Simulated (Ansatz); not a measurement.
# F2HIn: the cost of one run

Program: Ansatz 0.2.0, Gaussian basis. Level of theory: single points in def2-TZVPP. These are calculated values, not measurements.

Cores are frozen in the correlated methods. Filled d shells of the heavier atoms are correlated. Core potentials replace the inner electrons past krypton, and spin-orbit coupling is left out.

## 1. The system as given

SMILES `[F][InH][F]`, 4 atoms, charge 0, spin multiplicity 1.

Atoms are counted from 1 here; the program's logs count them from 0.

Bond lengths: F1–In2 1.955 Å, In2–F3 1.925 Å, In2–H4 1.687 Å. Angles: F1–In2–F3 112.5°, F1–In2–H4 122.9°, F3–In2–H4 124.6°.

Coordinates:

```
atom    x (Å)    y (Å)    z (Å)
  F1  -1.7466  -0.6369   0.2125
 In2   0.0522   0.0758  -0.0641
  F3   1.4042  -0.9735   0.8172
  H4   0.3564   1.4723  -0.9610
```

## 2. CCSD(T)/def2-TZVPP

The input, run/in.yaml:

```yaml
crystal:
  periodic: [false, false, false]
  atoms:
    - {symbol: F, position_ang: [-1.746600, -0.636900, 0.212500]}
    - {symbol: In, position_ang: [0.052200, 0.075800, -0.064100]}
    - {symbol: F, position_ang: [1.404200, -0.973500, 0.817200]}
    - {symbol: H, position_ang: [0.356400, 1.472300, -0.961000]}
basis:
  gaussian: {orbitals: def2-TZVPP}
correlation: {method: ccsd_t}
output: {forces: true}
```

The run is started by

```bash
$ ansatz run in.yaml --threads 4 --pin off --events-out ev --progress --plain --max-ram 5222MiB
```

What time and memory should one allow on 4 threads of Arm Neoverse N1, shared host?

About 88 s, with a peak of 1.2 GiB.
